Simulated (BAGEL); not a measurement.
# One shape, several levels: singlet CH6BNP+

We compute a comparison of 6 runs (HF/3-21G, HF/cc-pVDZ, B3LYP/6-31G*, B3LYP/cc-pVDZ, PBE0/cc-pVDZ, RI-MP2/cc-pVDZ) of singlet CH6BNP+. 

The calculation is run with BAGEL 1.2.2.

1 further run of the same task is left out (set aside as unsound or not needed).

## Step 1: Starting point

CH6BNP+: 10 atoms, total charge +1, spin state singlet. SMILES of the parent species: `[CH2]NBP`. The shape is that of a GFN2-xTB optimisation. This is one conformer, not always the lowest. That shape belongs to the parent species and isn't relaxed for this state.

Bond lengths: C1–N2 1.349 Å, N2–B3 1.408 Å, B3–P4 1.899 Å, C1–H5 1.072 Å, C1–H6 1.071 Å, N2–H7 1.015 Å, B3–H8 1.170 Å, P4–H9 1.382 Å, P4–H10 1.388 Å. Some angles: C1–N2–B3 128.8°, N2–B3–P4 118.4°, C1–N2–H7 113.2°, B3–N2–H7 118.0°, N2–C1–H5 120.4°, N2–C1–H6 118.8°, N2–B3–H8 119.6°, P4–B3–H8 121.7°, B3–P4–H9 98.6°, B3–P4–H10 98.6°.

## Step 2: A single-point energy at HF/3-21G (density fitting with qzvpp-jkfit) (run 1)

File job.json:

```json
{ "bagel" : [

{
  "title" : "molecule",
  "basis" : "3-21g",
  "df_basis" : "qzvpp-jkfit",
  "angstrom" : "true",
  "geometry" : [
    { "atom" : "C", "xyz" : [   -1.308870,   -0.249170,   -1.409320 ] },
    { "atom" : "N", "xyz" : [   -0.186890,   -0.070550,   -0.681880 ] },
    { "atom" : "B", "xyz" : [    0.025530,   -0.319500,    0.687120 ] },
    { "atom" : "P", "xyz" : [    1.759810,   -0.018060,    1.400660 ] },
    { "atom" : "H", "xyz" : [   -1.328130,    0.012630,   -2.448660 ] },
    { "atom" : "H", "xyz" : [   -2.178830,   -0.647260,   -0.927770 ] },
    { "atom" : "H", "xyz" : [    0.586700,    0.300370,   -1.223740 ] },
    { "atom" : "H", "xyz" : [   -0.827460,   -0.802860,    1.325720 ] },
    { "atom" : "H", "xyz" : [    1.394480,    0.642100,    2.559000 ] },
    { "atom" : "H", "xyz" : [    2.063640,    1.152290,    0.718870 ] }
  ]
},
{ "title" : "hf", "charge" : 1 },
{ "title" : "print", "file" : "orbitals.molden", "orbitals" : "true" }

]}
```

Run with:

```
BAGEL_NUM_THREADS=1 BAGEL job.json > job.out
```

What it wrote:

```text
* using 1 threads per process

  ===============================================================
  ===============================================================

  *** Geometry ***

  { "atom" : "C", "xyz" : [     -2.473406,     -0.470863,     -2.663229 ] },
  { "atom" : "N", "xyz" : [     -0.353171,     -0.133320,     -1.288566 ] },
  { "atom" : "B", "xyz" : [      0.048245,     -0.603767,      1.298469 ] },
  { "atom" : "P", "xyz" : [      3.325559,     -0.034128,      2.646864 ] },
  { "atom" : "H", "xyz" : [     -2.509802,      0.023867,     -4.627297 ] },
  { "atom" : "H", "xyz" : [     -4.117392,     -1.223144,     -1.753231 ] },
  { "atom" : "H", "xyz" : [      1.108702,      0.567617,     -2.312533 ] },
  { "atom" : "H", "xyz" : [     -1.563673,     -1.517186,      2.505248 ] },
  { "atom" : "H", "xyz" : [      2.635185,      1.213393,      4.835809 ] },
  { "atom" : "H", "xyz" : [      3.899714,      2.177513,      1.358467 ] },

  Number of auxiliary basis functions:      463

  Since a DF basis is specified, we compute 2- and 3-index integrals:
    o Being stored without compression. Storage requirement is 0.010 GB

  Number of basis functions:       52
  Number of electrons      :       39

    * METHOD: MOLECULE                             0.16

  *** RHF ***

  === Nuclear Repulsion ===
   139.3855833002

      * DIIS with orbital gradients will be used.

  === RHF iteration (3-21g) ===
      0       -458.47288361          0.01595008           0.03
      1       -458.54772047          0.00675185           0.03
      2       -458.55648390          0.00231219           0.03
      3       -458.55778767          0.00040703           0.03
      4       -458.55785732          0.00011950           0.03
      5       -458.55787115          0.00003603           0.03
      6       -458.55787253          0.00001001           0.03
      7       -458.55787264          0.00000311           0.03
      8       -458.55787264          0.00000117           0.03
      9       -458.55787265          0.00000050           0.03
     10       -458.55787265          0.00000019           0.03
     11       -458.55787265          0.00000006           0.03
     12       -458.55787265          0.00000002           0.03
     13       -458.55787265          0.00000001           0.03
    * SCF iteration converged.

    * Permanent dipole moment:
           (    2.226013,    -0.311129,     2.375533) a.u.

    * METHOD: HF                                   0.53

    * METHOD: PRINT                                0.01

  ===============================================================
```

Run time: 0.82 s. Hardware: 1 thread of Arm Neoverse V1, shared host.

## Step 3: A single-point energy at HF/cc-pVDZ (density fitting with qzvpp-jkfit) (run 2)

File job.json:

```json
{ "bagel": [

{
  "title": "molecule",
  "basis": "cc-pvdz.json",
  "df_basis": "qzvpp-jkfit",
  "angstrom": true,
  "geometry": [
    { "atom": "C", "xyz": [      -1.308870,      -0.249170,      -1.409320 ] },
    { "atom": "N", "xyz": [      -0.186890,      -0.070550,      -0.681880 ] },
    { "atom": "B", "xyz": [       0.025530,      -0.319500,       0.687120 ] },
    { "atom": "P", "xyz": [       1.759810,      -0.018060,       1.400660 ] },
    { "atom": "H", "xyz": [      -1.328130,       0.012630,      -2.448660 ] },
    { "atom": "H", "xyz": [      -2.178830,      -0.647260,      -0.927770 ] },
    { "atom": "H", "xyz": [       0.586700,       0.300370,      -1.223740 ] },
    { "atom": "H", "xyz": [      -0.827460,      -0.802860,       1.325720 ] },
    { "atom": "H", "xyz": [       1.394480,       0.642100,       2.559000 ] },
    { "atom": "H", "xyz": [       2.063640,       1.152290,       0.718870 ] }
  ]
},

{ "title": "hf", "charge": 1 },

{ "title": "print", "file": "orbitals.molden", "orbitals": true }

]}
```

The basis set cc-pVDZ is read from a file made from the Basis Set Exchange's data (not shown).

Run with:

```
BAGEL_NUM_THREADS=1 BAGEL job.json > job.out
```

What it wrote:

```text
* using 1 threads per process

  ===============================================================
  ===============================================================

  *** Geometry ***

  { "atom" : "C", "xyz" : [     -2.473406,     -0.470863,     -2.663229 ] },
  { "atom" : "N", "xyz" : [     -0.353171,     -0.133320,     -1.288566 ] },
  { "atom" : "B", "xyz" : [      0.048245,     -0.603767,      1.298469 ] },
  { "atom" : "P", "xyz" : [      3.325559,     -0.034128,      2.646864 ] },
  { "atom" : "H", "xyz" : [     -2.509802,      0.023867,     -4.627297 ] },
  { "atom" : "H", "xyz" : [     -4.117392,     -1.223144,     -1.753231 ] },
  { "atom" : "H", "xyz" : [      1.108702,      0.567617,     -2.312533 ] },
  { "atom" : "H", "xyz" : [     -1.563673,     -1.517186,      2.505248 ] },
  { "atom" : "H", "xyz" : [      2.635185,      1.213393,      4.835809 ] },
  { "atom" : "H", "xyz" : [      3.899714,      2.177513,      1.358467 ] },

  Number of auxiliary basis functions:      463

  Since a DF basis is specified, we compute 2- and 3-index integrals:
    o Being stored without compression. Storage requirement is 0.030 GB

  Number of basis functions:       90
  Number of electrons      :       39

    * METHOD: MOLECULE                             0.23

  *** RHF ***

  === Nuclear Repulsion ===
   139.3855833002

      * DIIS with orbital gradients will be used.

  === RHF iteration (cc-pvdz.json) ===
      0       -460.84422668          0.01311316           0.06
      1       -460.95491210          0.00796492           0.06
      2       -460.98752349          0.00188465           0.06
      3       -460.99077692          0.00034679           0.06
      4       -460.99094044          0.00015361           0.06
      5       -460.99098997          0.00005099           0.06
      6       -460.99099744          0.00001711           0.06
      7       -460.99099808          0.00000579           0.06
      8       -460.99099814          0.00000252           0.06
      9       -460.99099815          0.00000101           0.06
     10       -460.99099815          0.00000035           0.06
     11       -460.99099815          0.00000013           0.06
     12       -460.99099815          0.00000005           0.06
     13       -460.99099815          0.00000003           0.06
     14       -460.99099815          0.00000001           0.06
     15       -460.99099815          0.00000001           0.06
    * SCF iteration converged.

    * Permanent dipole moment:
           (    2.080635,    -0.180244,     2.277661) a.u.

    * METHOD: HF                                   1.09

    * METHOD: PRINT                                0.02

  ===============================================================
```

It took 1.5 s on 1 thread of Arm Neoverse V1, shared host; peak memory 0.12 GiB.

Run 3 isn't shown in full; the table further down has it.

## Step 4: A single-point energy at B3LYP/cc-pVDZ (density fitting with qzvpp-jkfit) (run 4)

File calc.json:

```json
{ "bagel": [

{
  "title": "molecule",
  "basis": "cc-pvdz.json",
  "df_basis": "qzvpp-jkfit",
  "angstrom": "true",
  "geometry": [
    { "atom": "C", "xyz": [   -1.308870,   -0.249170,   -1.409320 ] },
    { "atom": "N", "xyz": [   -0.186890,   -0.070550,   -0.681880 ] },
    { "atom": "B", "xyz": [    0.025530,   -0.319500,    0.687120 ] },
    { "atom": "P", "xyz": [    1.759810,   -0.018060,    1.400660 ] },
    { "atom": "H", "xyz": [   -1.328130,    0.012630,   -2.448660 ] },
    { "atom": "H", "xyz": [   -2.178830,   -0.647260,   -0.927770 ] },
    { "atom": "H", "xyz": [    0.586700,    0.300370,   -1.223740 ] },
    { "atom": "H", "xyz": [   -0.827460,   -0.802860,    1.325720 ] },
    { "atom": "H", "xyz": [    1.394480,    0.642100,    2.559000 ] },
    { "atom": "H", "xyz": [    2.063640,    1.152290,    0.718870 ] }
  ]
},
{ "title": "ks", "xc_func": "b3lyp", "charge": 1 },
{ "title": "print", "file": "orbitals.molden", "orbitals": "true" }

]}
```

The basis set cc-pVDZ is read from a file made from the Basis Set Exchange's data (not shown).

Run with:

```
BAGEL_NUM_THREADS=1 BAGEL calc.json > calc.out
```

What it wrote:

```text
* using 1 threads per process

  ===============================================================
  ===============================================================

  *** Geometry ***

  { "atom" : "C", "xyz" : [     -2.473406,     -0.470863,     -2.663229 ] },
  { "atom" : "N", "xyz" : [     -0.353171,     -0.133320,     -1.288566 ] },
  { "atom" : "B", "xyz" : [      0.048245,     -0.603767,      1.298469 ] },
  { "atom" : "P", "xyz" : [      3.325559,     -0.034128,      2.646864 ] },
  { "atom" : "H", "xyz" : [     -2.509802,      0.023867,     -4.627297 ] },
  { "atom" : "H", "xyz" : [     -4.117392,     -1.223144,     -1.753231 ] },
  { "atom" : "H", "xyz" : [      1.108702,      0.567617,     -2.312533 ] },
  { "atom" : "H", "xyz" : [     -1.563673,     -1.517186,      2.505248 ] },
  { "atom" : "H", "xyz" : [      2.635185,      1.213393,      4.835809 ] },
  { "atom" : "H", "xyz" : [      3.899714,      2.177513,      1.358467 ] },

  Number of auxiliary basis functions:      463

  Since a DF basis is specified, we compute 2- and 3-index integrals:
    o Being stored without compression. Storage requirement is 0.030 GB

  Number of basis functions:       90
  Number of electrons      :       39

    * METHOD: MOLECULE                             0.23

  *** Kohn-Sham DFT ***

    * Removing 18337 points whose weight is below 1.00e-10
    * Grid points: 130723

  === Nuclear Repulsion ===
   139.3855833002

       - DIIS with orbital gradients will be used.

  === KS iteration (b3lyp / cc-pvdz.json) ===
      0       -437.16279937          0.08482709           0.42
      1       -413.19859069          0.16035856           0.40
      2       -436.41915950          0.11586481           0.40
      3       -446.66958571          0.12245007           0.40
      4       -453.00439520          0.11420864           0.40
      5       -461.70037406          0.02882478           0.40
[... 14 lines of this table left out ...]
     20       -462.41683488          0.00000004           0.40
     21       -462.41683488          0.00000001           0.40
    * SCF iteration converged.

    * Permanent dipole moment:
           (    1.391334,    -0.220107,     1.763796) a.u.

    * METHOD: KS                                   9.78

    * METHOD: PRINT                                0.02

  ===============================================================
```

Wall time 10 s (1 thread of Arm Neoverse V1, shared host); peak memory 0.52 GiB.

Run 5 isn't shown in full; the table further down has it.

## Step 5: The energy at RI-MP2/cc-pVDZ (density fitting with qzvpp-jkfit) (run 6)

File input.json:

```json
{ "bagel" : [

{
  "title" : "molecule",
  "basis" : "cc-pvdz.json",
  "df_basis" : "qzvpp-jkfit",
  "angstrom" : true,
  "geometry" : [
    { "atom" : "C", "xyz" : [      -1.308870,      -0.249170,      -1.409320 ] },
    { "atom" : "N", "xyz" : [      -0.186890,      -0.070550,      -0.681880 ] },
    { "atom" : "B", "xyz" : [       0.025530,      -0.319500,       0.687120 ] },
    { "atom" : "P", "xyz" : [       1.759810,      -0.018060,       1.400660 ] },
    { "atom" : "H", "xyz" : [      -1.328130,       0.012630,      -2.448660 ] },
    { "atom" : "H", "xyz" : [      -2.178830,      -0.647260,      -0.927770 ] },
    { "atom" : "H", "xyz" : [       0.586700,       0.300370,      -1.223740 ] },
    { "atom" : "H", "xyz" : [      -0.827460,      -0.802860,       1.325720 ] },
    { "atom" : "H", "xyz" : [       1.394480,       0.642100,       2.559000 ] },
    { "atom" : "H", "xyz" : [       2.063640,       1.152290,       0.718870 ] }
  ]
},

{ "title" : "hf", "charge" : 1 },

{ "title" : "mp2", "charge" : 1, "ncore" : 8 }

]}
```

The basis set cc-pVDZ is read from a file made from the Basis Set Exchange's data (not shown).

Run with:

```
BAGEL_NUM_THREADS=1 BAGEL input.json > input.out
```

What it wrote:

```text
* using 1 threads per process

  ===============================================================
  ===============================================================

  *** Geometry ***

  { "atom" : "C", "xyz" : [     -2.473406,     -0.470863,     -2.663229 ] },
  { "atom" : "N", "xyz" : [     -0.353171,     -0.133320,     -1.288566 ] },
  { "atom" : "B", "xyz" : [      0.048245,     -0.603767,      1.298469 ] },
[... 6 lines of this table left out ...]
  { "atom" : "H", "xyz" : [      3.899714,      2.177513,      1.358467 ] },

  Number of auxiliary basis functions:      463

  Since a DF basis is specified, we compute 2- and 3-index integrals:
    o Being stored without compression. Storage requirement is 0.030 GB

  Number of basis functions:       90
  Number of electrons      :       39

    * METHOD: MOLECULE                             0.23

  *** RHF ***

  === Nuclear Repulsion ===
   139.3855833002

      * DIIS with orbital gradients will be used.

  === RHF iteration (cc-pvdz.json) ===
      0       -460.84422668          0.01311316           0.06
      1       -460.95491210          0.00796492           0.06
      2       -460.98752349          0.00188465           0.06
[... 12 lines of this table left out ...]
     15       -460.99099815          0.00000001           0.06
    * SCF iteration converged.

    * Permanent dipole moment:
           (    2.080635,    -0.180244,     2.277661) a.u.

    * METHOD: HF                                   1.09

  *** RHF ***

  === Nuclear Repulsion ===
   139.3855833002

      * DIIS with orbital gradients will be used.

  === RHF iteration (cc-pvdz.json) ===
      0       -460.99099815          0.00000000           0.06
    * SCF iteration converged.

    * Permanent dipole moment:
           (    2.080635,    -0.180244,     2.277661) a.u.

  === DF-MP2 calculation ===

    * freezing 8 orbitals
    * 3-index integral transformation done
    * assembly done

      MP2 correlation energy:   -0.4870868029      0.04

      MP2 total energy:       -461.4780849570

    * METHOD: MP2                                  0.17

  ===============================================================
```

It took 1.6 s on 1 thread of Arm Neoverse V1, shared host; peak memory 0.12 GiB.

## Step 6: The series

```csv
run,level,frozen core orbitals,energy (Eh),HOMO energy (eV),LUMO energy (eV),HOMO–LUMO gap (eV),wall time
1,HF/3-21G (density fitting with qzvpp-jkfit),–,-458.557873,-14.24,-5.16,9.08,0.82 s
2,HF/cc-pVDZ (density fitting with qzvpp-jkfit),–,-460.990998,-14.25,-4.99,9.26,1.5 s
3,"B3LYP/6-31G* (density fitting with qzvpp-jkfit, spherical functions)",–,-462.387789,-11.99,-9.14,2.84,7.8 s
4,B3LYP/cc-pVDZ (density fitting with qzvpp-jkfit),–,-462.416835,-12.05,-9.20,2.85,10 s
5,PBE0/cc-pVDZ (density fitting with qzvpp-jkfit),–,-462.111495,-12.26,-9.03,3.23,9.9 s
6,RI-MP2/cc-pVDZ (density fitting with qzvpp-jkfit),8,-461.478085,–,–,–,1.6 s
```

## Step 7: Results

| quantity | value |
| --- | --- |
| run 6: total energy | -461.47808 Eh |
| run 6: correlation energy (8 core orbitals frozen) | -487.1 mEh |

In words: Over runs 1, 2, 3, 4, 5 the HOMO–LUMO gap runs from 2.84 eV (B3LYP/6-31G*) to 9.26 eV (HF/cc-pVDZ). The two ends differ in method and basis. Totals of different functionals can't be ranked against each other. All runs together took 32 s, the longest 10 s.
